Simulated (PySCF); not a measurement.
# C4H12Si3: a tour of settings, part 2 of 2

PySCF 2.14.0. Atoms count from 0. Earlier steps stand in the parts before.

### Step 4. J couplings: LDA/pcSseg-0

Job settings and geometry (Å):

```
{"job": {"kind": "j", "xc": "LDA", "basis": "pcSseg-0", "scf": {"level_shift": 0.9, "max_cycle": 93}}, "charge": 0, "multiplicity": 1}
C     -4.405453     0.777105    -0.243076
Si    -3.280048    -0.751632    -0.230647
C     -1.523385    -0.166564    -0.235657
C     -0.381732     0.238652    -0.253738
Si     1.374851     0.826528    -0.288264
C      2.503930    -0.690403    -0.078395
Si     4.365279    -0.333829    -0.159905
H     -5.454205     0.493978    -0.266474
H     -4.247721     1.388374     0.641227
H     -4.212161     1.401154    -1.111296
H     -3.511220    -1.551933     0.979930
H     -3.501668    -1.564831    -1.434362
H      1.613065     1.479447    -1.582315
H      1.567825     1.777139     0.814795
H      2.250352    -1.423325    -0.845913
H      2.275150    -1.167127     0.876015
H      5.120518    -1.573559     0.049387
H      4.731293     0.631091     0.880184
H      4.705527     0.218986    -1.473466
```

With the program's defaults for keys left out, this is: LDA/pcSseg-0 indirect spin-spin coupling, non-relativistic, gas phase.

Log:

```text
final grid: 145080 points
cycle   1  E = -1021.7010154730  dE =  3.594e-02  |g| = 4.593e-01  |ddm| = 4.271e+00
cycle   2  E = -1021.7728617442  dE = -7.185e-02  |g| = 1.606e-01  |ddm| = 7.625e-01
cycle   3  E = -1021.7822785361  dE = -9.417e-03  |g| = 8.398e-02  |ddm| = 3.087e-01
cycle   4  E = -1021.7850974221  dE = -2.819e-03  |g| = 4.574e-02  |ddm| = 1.671e-01
cycle   5  E = -1021.7859916901  dE = -8.943e-04  |g| = 2.645e-02  |ddm| = 1.034e-01
cycle   6  E = -1021.7863073027  dE = -3.156e-04  |g| = 1.513e-02  |ddm| = 5.998e-02
cycle   7  E = -1021.7864149907  dE = -1.077e-04  |g| = 9.686e-03  |ddm| = 3.490e-02
cycle   8  E = -1021.7864588553  dE = -4.386e-05  |g| = 6.276e-03  |ddm| = 2.133e-02
cycle   9  E = -1021.7864778212  dE = -1.897e-05  |g| = 4.100e-03  |ddm| = 1.341e-02
cycle  10  E = -1021.7864862808  dE = -8.460e-06  |g| = 2.660e-03  |ddm| = 8.705e-03
cycle  11  E = -1021.7864899432  dE = -3.662e-06  |g| = 1.811e-03  |ddm| = 5.540e-03
cycle  12  E = -1021.7864916492  dE = -1.706e-06  |g| = 1.254e-03  |ddm| = 3.666e-03
cycle  13  E = -1021.7864924765  dE = -8.273e-07  |g| = 8.677e-04  |ddm| = 2.489e-03
cycle  14  E = -1021.7864928775  dE = -4.010e-07  |g| = 6.055e-04  |ddm| = 1.700e-03
cycle  15  E = -1021.7864930755  dE = -1.980e-07  |g| = 4.288e-04  |ddm| = 1.180e-03
cycle  16  E = -1021.7864931746  dE = -9.911e-08  |g| = 3.076e-04  |ddm| = 8.234e-04
cycle  17  E = -1021.7864932258  dE = -5.115e-08  |g| = 2.204e-04  |ddm| = 5.838e-04
cycle  18  E = -1021.7864932522  dE = -2.640e-08  |g| = 1.594e-04  |ddm| = 4.161e-04
cycle  19  E = -1021.7864932659  dE = -1.374e-08  |g| = 1.173e-04  |ddm| = 2.995e-04
cycle  20  E = -1021.7864932733  dE = -7.389e-09  |g| = 8.580e-05  |ddm| = 2.167e-04
cycle  21  E = -1021.7864932773  dE = -3.958e-09  |g| = 6.314e-05  |ddm| = 1.572e-04
cycle  22  E = -1021.7864932794  dE = -2.158e-09  |g| = 4.697e-05  |ddm| = 1.156e-04
cycle  23  E = -1021.7864932806  dE = -1.176e-09  |g| = 3.499e-05  |ddm| = 8.504e-05
cycle  24  E = -1021.7864932813  dE = -6.553e-10  |g| = 2.619e-05  |ddm| = 6.293e-05
level shift removed, Fock matrix diagonalised once more
converged SCF energy = -1021.7864932813

Indirect spin-spin couplings (Hz)
  i      j    bonds     total        FC       PSO       DSO        SD
  0 C    1 Si   1    -69.450   -69.786     1.711    -0.067    -1.308
  0 C    2 C    2      2.181     2.206    -0.028     0.004         -
  0 C    3 C    3      2.580     2.706    -0.094    -0.033         -
  0 C    4 Si   4      0.831     0.834    -0.011     0.013    -0.005
  0 C    5 C    5      0.710     0.723     0.007    -0.020         -
  0 C    7 H    1    111.777   109.027     2.064     0.686         -
  0 C    8 H    1    115.402   112.734     1.971     0.698         -
  0 C    9 H    1    115.559   112.893     1.967     0.699         -
  0 C   10 H    2      2.908     3.077     0.076    -0.246         -
  0 C   11 H    2      2.877     3.046     0.077    -0.246         -
  0 C   13 H    5      0.306     0.338     0.011    -0.044         -
  1 Si   2 C    1   -135.758  -137.257     2.238    -0.099    -0.640
  1 Si   3 C    2    -11.050   -10.594    -0.179     0.058    -0.336
  1 Si   4 Si   3      4.725     4.561     0.100    -0.017     0.082
  1 Si   5 C    4      0.803     0.808    -0.009     0.009    -0.005
  1 Si   7 H    2      3.210     3.024     0.190     0.141    -0.144
  1 Si   8 H    2      6.778     6.557     0.171     0.135    -0.086
  1 Si   9 H    2      6.790     6.575     0.165     0.135    -0.085
  1 Si  10 H    1   -237.904  -238.408     0.526    -0.281     0.260
  1 Si  11 H    1   -237.310  -237.812     0.522    -0.282     0.261
  1 Si  12 H    4      0.932     0.904    -0.042     0.086    -0.017
  1 Si  13 H    4      0.919     0.890    -0.043     0.089    -0.017
  2 C    3 C    1    278.645   275.502     2.992     0.152         -
  2 C    4 Si   2    -10.752   -10.226    -0.233     0.055    -0.349
  2 C    5 C    3      2.463     2.593    -0.108    -0.022         -
  2 C    6 Si   4     -1.338    -1.338    -0.047     0.027     0.019
  2 C    7 H    3      8.199     8.419     0.117    -0.338         -
  2 C    8 H    3      0.915     0.831     0.024     0.061         -
  2 C    9 H    3      1.136     1.039     0.022     0.074         -
  2 C   10 H    2      1.983     2.101    -0.001    -0.117         -
  2 C   11 H    2      1.898     2.011    -0.003    -0.110         -
  2 C   12 H    3      3.438     3.497     0.167    -0.226         -
  2 C   13 H    3      3.374     3.432     0.173    -0.230         -
  2 C   14 H    4     -0.151    -0.107    -0.041    -0.004         -
  2 C   15 H    4     -0.174    -0.127    -0.028    -0.019         -
  2 C   16 H    5      0.328     0.411     0.040    -0.123         -
  3 C    4 Si   1   -137.607  -139.145     2.276    -0.105    -0.633
  3 C    5 C    2      1.801     1.814    -0.035     0.022         -
  3 C    6 Si   3    -14.698   -14.652    -0.029     0.030    -0.047
  3 C    7 H    4      0.637     0.809     0.103    -0.274         -
  3 C    8 H    4     -0.229    -0.162    -0.013    -0.054         -
  3 C    9 H    4     -0.221    -0.155    -0.022    -0.044         -
  3 C   10 H    3      3.454     3.523     0.174    -0.243         -
  3 C   11 H    3      3.449     3.521     0.164    -0.236         -
  3 C   12 H    2      2.241     2.335    -0.009    -0.085         -
  3 C   13 H    2      2.245     2.343    -0.008    -0.090         -
  3 C   14 H    3      1.687     1.531     0.008     0.148         -
  3 C   15 H    3      1.232     1.097     0.011     0.123         -
  3 C   16 H    4      2.275     2.382     0.049    -0.157         -
  3 C   17 H    4     -0.407    -0.314     0.046    -0.139         -
  3 C   18 H    4     -0.397    -0.311     0.044    -0.129         -
  4 Si   5 C    1    -61.305   -61.939     1.897    -0.097    -1.167
  4 Si   6 Si   2      2.253     2.320     0.041    -0.002    -0.107
  4 Si  10 H    4      0.924     0.892    -0.039     0.088    -0.017
  4 Si  11 H    4      0.971     0.941    -0.038     0.085    -0.017
  4 Si  12 H    1   -240.089  -240.567     0.548    -0.325     0.254
  4 Si  13 H    1   -241.056  -241.538     0.552    -0.323     0.253
  4 Si  14 H    2      7.487     7.319     0.194     0.051    -0.078
  4 Si  15 H    2      7.460     7.276     0.209     0.052    -0.078
  4 Si  16 H    3    -17.581   -17.760    -0.029     0.239    -0.032
  4 Si  17 H    3     -2.129    -2.208     0.060    -0.011     0.030
  4 Si  18 H    3     -1.661    -1.749     0.060    -0.003     0.031
  5 C    6 Si   1    -50.928   -51.241     1.619    -0.082    -1.224
  5 C   10 H    5      0.342     0.362     0.004    -0.024         -
  5 C   12 H    2      4.033     4.124     0.062    -0.153         -
  5 C   13 H    2      3.936     4.029     0.060    -0.153         -
  5 C   14 H    1    115.144   112.093     2.075     0.976         -
  5 C   15 H    1    115.085   112.031     2.079     0.974         -
  5 C   16 H    2      1.612     1.687     0.104    -0.180         -
  5 C   17 H    2      2.387     2.452     0.098    -0.163         -
  5 C   18 H    2      2.307     2.372     0.097    -0.163         -
  6 Si  12 H    3     -1.265    -1.305    -0.015     0.012     0.043
  6 Si  13 H    3     -0.646    -0.696    -0.016     0.025     0.041
  6 Si  14 H    2      6.631     6.550     0.096     0.096    -0.111
  6 Si  15 H    2      6.560     6.483     0.092     0.097    -0.113
  6 Si  16 H    1   -226.112  -226.239     0.134    -0.222     0.215
  6 Si  17 H    1   -216.315  -216.322     0.021    -0.237     0.224
  6 Si  18 H    1   -217.345  -217.356     0.024    -0.237     0.223
  7 H    8 H    2     -8.432    -7.250     1.221    -2.403         -
  7 H    9 H    2     -8.445    -7.265     1.220    -2.400         -
  7 H   10 H    3     -0.012     0.408     0.130    -0.550         -
  7 H   11 H    3      0.192     0.577     0.116    -0.501         -
  7 H   12 H    6     -0.323     0.006     0.153    -0.482         -
  7 H   13 H    6     -0.286     0.037     0.154    -0.477         -
  7 H   14 H    7     -0.264    -0.003     0.127    -0.388         -
  7 H   15 H    7     -0.262    -0.003     0.127    -0.387         -
  7 H   16 H    8     -0.244    -0.001     0.102    -0.345         -
  7 H   17 H    8     -0.224    -0.000     0.104    -0.328         -
  7 H   18 H    8     -0.223    -0.001     0.103    -0.325         -
  8 H    9 H    2     -8.365    -7.216     1.184    -2.333         -
  8 H   10 H    3      0.609     0.949     0.086    -0.426         -
  8 H   11 H    3      4.577     6.337     0.561    -2.321         -
  8 H   12 H    6     -0.181    -0.015     0.046    -0.212         -
  8 H   14 H    7     -0.200     0.002     0.099    -0.301         -
  8 H   16 H    8     -0.206    -0.001     0.074    -0.279         -
  8 H   18 H    8     -0.165     0.000     0.065    -0.231         -
  9 H   10 H    3      4.556     6.315     0.561    -2.320         -
  9 H   11 H    3      0.394     0.768     0.100    -0.473         -
  9 H   15 H    7     -0.203     0.002     0.100    -0.305         -
  9 H   16 H    8     -0.215    -0.001     0.077    -0.291         -
 10 H   11 H    2      0.014     1.696     0.243    -1.925         -
 10 H   12 H    5      0.464     0.995     0.151    -0.681         -
 10 H   17 H    7     -0.176     0.001     0.061    -0.238         -
 10 H   18 H    7     -0.253     0.002     0.084    -0.339         -
 11 H   12 H    5      0.341     0.557     0.051    -0.267         -
 11 H   13 H    5      0.483     1.014     0.151    -0.681         -
 11 H   15 H    6     -0.151    -0.016     0.035    -0.170         -
 11 H   16 H    7     -0.161     0.007     0.057    -0.225         -
 11 H   17 H    7     -0.264     0.004     0.088    -0.356         -
 12 H   13 H    2      0.068     1.643     0.221    -1.796         -
 12 H   14 H    3      0.309     0.532     0.062    -0.285         -
 12 H   15 H    3      4.057     5.732     0.531    -2.207         -
 12 H   16 H    4     -1.203    -0.298     0.210    -1.115         -
 12 H   17 H    4     -0.418    -0.116     0.062    -0.364         -
 12 H   18 H    4      0.467    -0.213    -0.191     0.872         -
 13 H   14 H    3      3.933     5.601     0.530    -2.198         -
 13 H   15 H    3      0.706     0.854     0.035    -0.184         -
 13 H   16 H    4     -1.192    -0.321     0.206    -1.078         -
 13 H   17 H    4      0.445    -0.213    -0.184     0.841         -
 13 H   18 H    4     -0.513    -0.097     0.091    -0.507         -
 14 H   15 H    2     -7.928    -7.478     1.058    -1.507         -
 14 H   16 H    3      0.926     1.146     0.046    -0.266         -
 14 H   17 H    3      4.596     6.319     0.528    -2.251         -
 14 H   18 H    3      0.589     0.807     0.053    -0.271         -
 15 H   16 H    3      1.192     1.367     0.031    -0.206         -
 15 H   17 H    3      0.310     0.583     0.073    -0.345         -
 15 H   18 H    3      4.476     6.195     0.528    -2.247         -
 16 H   17 H    2     -2.057    -0.372     0.230    -1.915         -
 16 H   18 H    2     -2.016    -0.327     0.231    -1.919         -
 17 H   18 H    2     -2.002    -0.346     0.227    -1.884         -
```

Run time: 28 s. Hardware: 1 thread of Arm Neoverse N1, shared host; peak memory 0.54 GiB.

Despite a large level shift, the SCF converged in 24 cycles.

This basis has no tight s functions, so the Fermi-contact terms are rough.

Key values: J(C2,C3) 278.6 Hz, J(Si4,H12) -240.6 Hz, J(Si1,H10) -237.6 Hz (means over like pairs).

### Step 5. NMR shieldings: wB97X-D/pcSseg-1

The job, as its differences from that of step 4:

```diff
@@ -1,2 +1,2 @@
-{"job": {"kind": "j", "xc": "LDA", "basis": "pcSseg-0", "scf": {"level_shift": 0.9, "max_cycle": 93}}, "charge": 0, "multiplicity": 1}
+{"job": {"kind": "nmr", "xc": "wB97X-D", "basis": "pcSseg-1", "pop": true}, "charge": 0, "multiplicity": 1}
 C     -4.405453     0.777105    -0.243076
```

Method: GIAO wB97X-D/pcSseg-1 NMR shielding, non-relativistic, gas phase.

Log:

```text
coarse grid: 16656 points
cycle   1  E = -1027.8790978687  dE =  2.542e-01  |g| = 4.103e-01  |ddm| = 3.843e+00
cycle   2  E = -1027.9082034644  dE = -2.911e-02  |g| = 2.748e-01  |ddm| = 7.731e-01
cycle   3  E = -1027.9270605995  dE = -1.886e-02  |g| = 3.271e-02  |ddm| = 2.617e-01
cycle   4  E = -1027.9274336354  dE = -3.730e-04  |g| = 1.241e-02  |ddm| = 8.214e-02
cycle   5  E = -1027.9274751728  dE = -4.154e-05  |g| = 3.096e-03  |ddm| = 1.715e-02
cycle   6  E = -1027.9274780142  dE = -2.841e-06  |g| = 1.348e-03  |ddm| = 5.952e-03
final grid: 145080 points
cycle   7  E = -1027.9792778458  dE = -1.309e-04  |g| = 5.131e-03  |ddm| = 5.032e-02
cycle   8  E = -1027.9792797837  dE = -1.938e-06  |g| = 4.207e-03  |ddm| = 8.652e-03
cycle   9  E = -1027.9792834807  dE = -3.697e-06  |g| = 1.227e-03  |ddm| = 3.167e-03
cycle  10  E = -1027.9792838032  dE = -3.225e-07  |g| = 4.874e-04  |ddm| = 1.158e-03
cycle  11  E = -1027.9792838657  dE = -6.250e-08  |g| = 1.133e-04  |ddm| = 5.900e-04
cycle  12  E = -1027.9792838694  dE = -3.648e-09  |g| = 1.522e-05  |ddm| = 1.720e-04
cycle  13  E = -1027.9792838695  dE = -1.473e-10  |g| = 8.154e-06  |ddm| = 5.652e-05
converged SCF energy = -1027.9792838695

GIAO shielding tensors (ppm)
atom      isotropic    diamagn.    paramagn.     s11        s22        s33       span
  0 C      191.581     252.451     -60.870    186.976    190.288    197.479     10.503
  1 Si     419.044     883.682    -464.638    396.972    407.448    452.711     55.739
  2 C       69.735     267.472    -197.737    -28.428    -25.091    262.724    291.151
  3 C       69.726     266.790    -197.064    -31.147    -24.742    265.066    296.213
  4 Si     416.021     884.326    -468.305    389.599    401.997    456.466     66.867
  5 C      197.157     261.141     -63.984    195.664    197.312    198.495      2.831
  6 Si     424.141     877.320    -453.179    400.271    403.828    468.324     68.053
  7 H       31.775      25.148       6.627     27.324     28.154     39.847     12.523
  8 H       31.419      31.725      -0.306     27.106     29.218     37.933     10.827
  9 H       31.421      31.240       0.180     27.061     29.297     37.904     10.843
 10 H       27.463      30.653      -3.190     23.817     26.168     32.403      8.586
 11 H       27.451      30.323      -2.873     23.796     26.178     32.378      8.581
 12 H       27.458      31.477      -4.020     23.412     26.878     32.084      8.672
 13 H       27.454      31.727      -4.274     23.440     26.785     32.136      8.696
 14 H       31.791      34.430      -2.640     26.241     30.286     38.846     12.605
 15 H       31.782      34.946      -3.165     26.289     30.203     38.853     12.564
 16 H       27.760      26.639       1.120     24.129     25.516     33.633      9.503
 17 H       28.006      27.248       0.758     24.414     26.438     33.166      8.752
 18 H       27.986      27.176       0.810     24.412     26.387     33.159      8.747
```

Run time: 81 s. Hardware: 1 thread of Arm Neoverse N1, shared host; peak memory 1.1 GiB.

The references, computed at this level on geometries of the same kind, shield at (ppm): 1H TMS 31.83, 13C TMS 187.1, 29Si TMS 350.6. Their shielding less the atom's gives the shift. The references are single molecules in the gas phase. Atoms listed in one row are averaged.

```
        atoms                               environment  σ (ppm)  δ (ppm)
           C3                             alkyne carbon     69.7    117.3
           C2                             alkyne carbon     69.7    117.3
           C0                methyl carbon bonded to Si    191.6     -4.5
           C5                    sp3 CH2 bonded to 2 Si    197.2    -10.1
     H12, H13       hydrogen on a silicon bonded to 2 C    27.46     4.38
     H10, H11       hydrogen on a silicon bonded to 2 C    27.46     4.38
H16, H17, H18         hydrogen on a silicon bonded to C    27.92     3.91
   H7, H8, H9  hydrogen on a methyl carbon bonded to Si    31.54     0.29
     H14, H15     hydrogen on an sp3 CH2 bonded to 2 Si    31.79     0.05
          Si4                silicon bonded to 2 C, 2 H    416.0    -65.4
          Si1                silicon bonded to 2 C, 2 H    419.0    -68.4
          Si6                  silicon bonded to C, 3 H    424.1    -73.5
```

Charges from the same density, by scheme (e):

```
atoms  Mulliken    IAO  Hirshfeld  ESP fit
   C0     -0.61  -0.71      -0.21    -0.55
  Si1      0.70   0.82       0.38     0.75
   C2     -0.29  -0.32      -0.15    -0.31
   C3     -0.29  -0.32      -0.15    -0.23
  Si4      0.71   0.81       0.37     0.61
   C5     -0.85  -0.83      -0.25    -0.50
  Si6      0.56   0.64       0.33     0.45
```

Mayer bond orders: C0–Si1 0.96, Si1–C2 0.93, C2–C3 2.54, C3–Si4 0.94, Si4–C5 0.91, C5–Si6 0.92.

### Step 6. NMR shieldings: PBE0/pcSseg-1

The job, as its differences from that of step 5:

```diff
@@ -1,2 +1,2 @@
-{"job": {"kind": "nmr", "xc": "wB97X-D", "basis": "pcSseg-1", "pop": true}, "charge": 0, "multiplicity": 1}
+{"job": {"kind": "nmr", "xc": "PBE0", "basis": "pcSseg-1", "pop": true, "scf": {"diis": false, "guess": "random", "max_cycle": 79}}, "charge": 0, "multiplicity": 1}
 C     -4.405453     0.777105    -0.243076
```

Level: GIAO PBE0/pcSseg-1 NMR shielding, non-relativistic, gas phase.

Log:

```text
start from random orthonormal orbitals
final grid: 145080 points
cycle   1  E = -896.8254915409  dE = -5.943e+02  |g| = 3.505e+01  |ddm| = 1.062e+03
cycle   2  E = -526.8556103447  dE =  3.700e+02  |g| = 2.767e+01  |ddm| = 1.555e+02
cycle   3  E = -537.2832035606  dE = -1.043e+01  |g| = 3.298e+01  |ddm| = 1.506e+02
cycle   4  E = -349.4138642844  dE =  1.879e+02  |g| = 3.236e+01  |ddm| = 7.923e+01
cycle   5  E = -506.7307528202  dE = -1.573e+02  |g| = 3.446e+01  |ddm| = 7.907e+01
cycle   6  E = -349.5467904065  dE =  1.572e+02  |g| = 3.242e+01  |ddm| = 8.066e+01
cycle   7  E = -506.6141157214  dE = -1.571e+02  |g| = 3.446e+01  |ddm| = 8.066e+01
cycle   8  E = -349.5497305403  dE =  1.571e+02  |g| = 3.242e+01  |ddm| = 8.067e+01
cycle   9  E = -506.6128291177  dE = -1.571e+02  |g| = 3.446e+01  |ddm| = 8.067e+01
cycle  10  E = -349.5497653786  dE =  1.571e+02  |g| = 3.242e+01  |ddm| = 8.067e+01
[... 59 cycles left out ...]
cycle  70  E = -349.5497657798  dE =  1.571e+02  |g| = 3.242e+01  |ddm| = 8.067e+01
cycle  71  E = -506.6128143846  dE = -1.571e+02  |g| = 3.446e+01  |ddm| = 8.067e+01
cycle  72  E = -349.5497657798  dE =  1.571e+02  |g| = 3.242e+01  |ddm| = 8.067e+01
cycle  73  E = -506.6128143846  dE = -1.571e+02  |g| = 3.446e+01  |ddm| = 8.067e+01
cycle  74  E = -349.5497657798  dE =  1.571e+02  |g| = 3.242e+01  |ddm| = 8.067e+01
cycle  75  E = -506.6128143846  dE = -1.571e+02  |g| = 3.446e+01  |ddm| = 8.067e+01
cycle  76  E = -349.5497657798  dE =  1.571e+02  |g| = 3.242e+01  |ddm| = 8.067e+01
cycle  77  E = -506.6128143846  dE = -1.571e+02  |g| = 3.446e+01  |ddm| = 8.067e+01
cycle  78  E = -349.5497657798  dE =  1.571e+02  |g| = 3.242e+01  |ddm| = 8.067e+01
cycle  79  E = -506.6128143846  dE = -1.571e+02  |g| = 3.446e+01  |ddm| = 8.067e+01
SCF not converged, last energy = -506.6128143846
```

Run time: 2.4 min. Hardware: 1 thread of Arm Neoverse N1, shared host; peak memory 0.91 GiB.

Diagnosis: The SCF swings between two densities 157.06 Eh apart: plain iteration without DIIS overshoots. Cure: turn DIIS on. Numbers printed on the way are no properties of the molecule.

### Step 7. Comparing the runs: spin-spin couplings

Couplings (Hz), each a mean over the pairs like the one named, with basis size and wall time:

```
         run  Si4–H12  Si1–H10  Si6–H16  C0–H7  C5–H14  C2–C3  Si1–C2  functions  time
wB97X-D/MINI   -119.9   -119.0   -107.6   67.6    67.2   65.0   -50.5         59  28 s
LDA/pcSseg-0   -240.6   -237.6   -219.9  114.2   115.1  278.6  -135.8         99  28 s
```

### Step 8. Outcome

This closing draws on all 2 parts.

| quantity | value |
| --- | --- |
| largest coupling of the table (wB97X-D/MINI) | 1J(Si,H) Si4–H12, -119.9 Hz |
| lowest singlet (revPBE/def2-SVPD) | 5.49 eV (226 nm), f = 0.000 |
| brightest single state of those computed | state 5, 6.51 eV, f = 0.207 |
| surface potential, 1st and 99th percentile | -0.67 V and 1.00 V |
| 13C shifts against TMS (wB97X-D/pcSseg-1) | 117.3, 117.3, -4.5, -10.1 ppm |
| 1H shifts against TMS (wB97X-D/pcSseg-1, means over atoms taken as alike) | 4.38, 4.38, 3.91, 0.29, 0.05 ppm |
| 29Si shifts against TMS (wB97X-D/pcSseg-1) | -65.4, -68.4, -73.5 ppm |
| range of J(Si4,H12), mean over like pairs | -240.6 to -119.9 Hz |
| property runs in this session | 5, of which 1 failed and 1 gave unsound results |

Single values in the summary come from the first run of each kind that ended normally (wB97X-D/MINI; revPBE/def2-SVPD; wB97X-D/pcSseg-1), which need not be the best level. A minimal basis gives no usable values, so read them as a test of settings alone. In the run at wB97X-D/MINI, the largest coupling of the table is Si4–H12 (mean over like pairs), -119.9 Hz, of which the Fermi-contact term gives -120.5 Hz. Couplings across rotatable bonds belong to this one conformer; where others are populated, the observed values are averages, and the simulated multiplets take (2 J gauche + J anti)/3 across rotating chain bonds. The first singlet state (HOMO−1→LUMO 0.77, HOMO→LUMO+1 0.23) lies at 5.49 eV and is dark; of the 12 states computed, the strongest absorption comes from states 5 to 6 together at 6.51 eV. At revPBE/def2-SVPD, counted by nearest atom on the grid, the HOMO lies on C2, C3 about 34 % each; C5 8 %, the LUMO on C2, C3 about 24 % each; Si1, Si4 about 7 % each. The coupling Si4–H12, as a mean over pairs of its kind, runs from -240.6 Hz (LDA/pcSseg-0) to -119.9 Hz (wB97X-D/MINI). Couplings from bases without tight functions are rough.
